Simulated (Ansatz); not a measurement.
**NaGe (doublet): from Hartree-Fock to the top rungs, aug-cc-pVDZ**

How much of the correlation energy of NaGe (doublet) does each wave-function method recover here?

Program: Ansatz 0.2.0, Gaussian basis. Level of theory: aug-cc-pVDZ, core rule «outside noble gas», up to 19 orbitals frozen. These are calculated values, not measurements.

The runs, in order: UHF; CCSD(T) on ROHF; CCSD(T) on UHF; BCCD(T) on ROHF; CISD; CCSDT(Q) on ROHF; CCSDT(Q) on UHF; Full CI; Full CI in the symmetry of the determinant.

38 further runs of the same task are left out: 12 for a known fault of the program, 9 that didn't finish, 17 set aside as unsound or not needed.

## Step 1: The geometry

The geometry is a PBE0/def2-TZVP stationary point (not a proven minimum). No spin-orbit coupling is included. The filled d shell of Ge may be among the frozen orbitals whatever the setting's name suggests; the logs give the count.

2 atoms, charge 0, spin multiplicity 2.

Atoms are counted from 1 here; the program's logs count them from 0.

Bond lengths: Ge1–Na2 2.818 Å.

## Step 2: UHF

File in.yaml:

```yaml
crystal:
  periodic: [false, false, false]
  atoms:
    - {symbol: Ge, position_ang: [0.000000, 0.000000, 0.000000]}
    - {symbol: Na, position_ang: [0.000000, 0.000000, 2.818200]}
basis:
  gaussian: {orbitals: aug-cc-pVDZ}
magnetization: {spin_polarized: true, initial_magnetization: 1}
hamiltonian: {xc: hf}
output: {orbitals: {seedname: orbitals}}
```

On the command line:

```console
ansatz run in.yaml --threads 1 --pin off --events-out ev --progress --plain --max-ram 2393MiB
```

After this run come: CCSD(T) on ROHF; CCSD(T) on UHF; BCCD(T) on ROHF; CISD; CCSDT(Q) on ROHF; CCSDT(Q) on UHF; Full CI; Full CI in the symmetry of the determinant.

Before running them: what should the planned runs give, taken together? Wanted: FCI below the RHF energy; RMP2 from FCI; RCCSD from FCI; RCCSD(T) from FCI; RCCSDT(Q) from FCI; T1 diagnostic; effectively unpaired electrons.

As calculated:

| quantity | value |
| --- | --- |
| FCI below the RHF energy | -2.5157 eV |
| RMP2 from FCI | +699.3 meV |
| RCCSD from FCI | +124.4 meV |
| RCCSD(T) from FCI | +37.4 meV |
| RCCSDT(Q) from FCI | +1.8 meV |
| levels within 1 kcal/mol (43 meV) | RCCSD(T), BCCD(T), RCCSDT, RCCSDT(Q) |
| T1 diagnostic | 0.033 |
| effectively unpaired electrons | 1.21 |

In words: RCCSD(T) misses by +37.4 meV, 1.5 % of the correlation energy. The occupations show some static correlation. These misses are within one basis, not against nature.
